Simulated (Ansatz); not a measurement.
Li₃Ca, space group I4/mmm: a comparison of norm-conserving and PAW potentials, run with Ansatz 0.2.0 through its Python package.

`nc_paw.py`
```python
'''Norm-conserving against PAW potentials for Li3Ca.'''

import ansatz as az
import numpy as np

XC = 'pbesol'
SMEARING = 'methfessel_paxton'
WIDTH_EV = 0.05


def count_gap(report):
    # lowest empty less highest filled band, counting bands; zero where they overlap
    return max(report.get('gap_by_band_count_ev') or 0.0, 0.0)


def main() -> None:
    vectors = np.array([
        [-2.33244342, 2.33244342, 4.89049555],
        [2.33244342, -2.33244342, 4.89049555],
        [2.33244342, 2.33244342, -4.89049555],
    ])
    li3ca = (
        az.Lattice.of(vectors)
        .atom('Li', (0.75, 0.25, 0.5))
        .atom('Li', (0.25, 0.75, 0.5))
        .atom('Li', (0.5, 0.5, 0.0))
        .atom('Ca', (0.0, 0.0, 0.0))
    )

    job = (
        li3ca.calculation()
        .functional(XC)
        .kpoints(6)
        .occupations(SMEARING, width=WIDTH_EV)
        .stress()
        .forces()
        .band_table()
    )
    variants = {
        'PAW': job.pseudopotentials('paw'),
        'norm-conserving': job.pseudopotentials('nc'),
    }
    # totals differ by the cores that each treatment holds, so compare what does not depend on them
    rows = []
    for label, variant in variants.items():
        r = variant.run().report
        levels = np.array(r['eigenvalues_ev'][0]) - r['fermi_energy_ev']
        print(label, 'levels at the first k-point near E_F:', np.round(levels[np.abs(levels) < 5], 3))
        rows.append((label, r['n_electrons'], np.trace(r['stress_gpa']) / 3, float(np.abs(r['forces_ev_ang']).max()), count_gap(r)))
    print('     treatment  electrons in bands           P GPa  max force component eV/A  gap by band count eV')
    for row in rows:
        print(f'{str(row[0]):>14s}  {row[1]:18.1f}  {row[2]:14.3f}  {row[3]:24.4f}  {row[4]:20.3f}')


if __name__ == '__main__':
    main()
```

How well do the two treatments of the cores agree on the pressure?

PAW gives -0.483 GPa and norm-conserving -0.481 GPa, 0.002 GPa apart. They took 4.2 and 11.5 s of processor time.

What the script printed:

```console
$ python nc_paw.py
DeckWarning: basis.ecutwfc = 420 eV, auto-derived from the records' recommended cutoffs: set by Li (normal level)
PAW levels at the first k-point near E_F: [-3.627  0.94   1.094  1.235  1.399  1.399  2.819]
DeckWarning: basis.ecutwfc = 1006.821291 eV, auto-derived from the records' recommended cutoffs: set by Li (normal level)
norm-conserving levels at the first k-point near E_F: [-3.626  0.939  1.095  1.234  1.398  1.398  2.815]
     treatment  electrons in bands           P GPa  max force component eV/A  gap by band count eV
           PAW                19.0          -0.483                    0.0000                 0.000
norm-conserving                19.0          -0.481                    0.0000                 0.000
```
(Warnings from the package without file and line.)

Reading the output:
- The computed bands are complete only to about 1.6 eV above the Fermi level.
- The mesh is modest for a metal, so energies can be off by several to tens of meV an atom and pressures by half a GPa or more; differences at equal mesh fare better.
- A gap by band count of zero or less means overlapping bands, a metal, and at an odd count of electrons it is no gap at all.
- The structure comes from a database of computed cells and needn't be a stable or known phase.
- Gaps and levels are Kohn-Sham values on a finite set of k-points.
- Stress is positive in compression.
- It ran for 16 s on 1 thread of Arm Neoverse V1, on a shared host, peak memory 0.58 GiB.
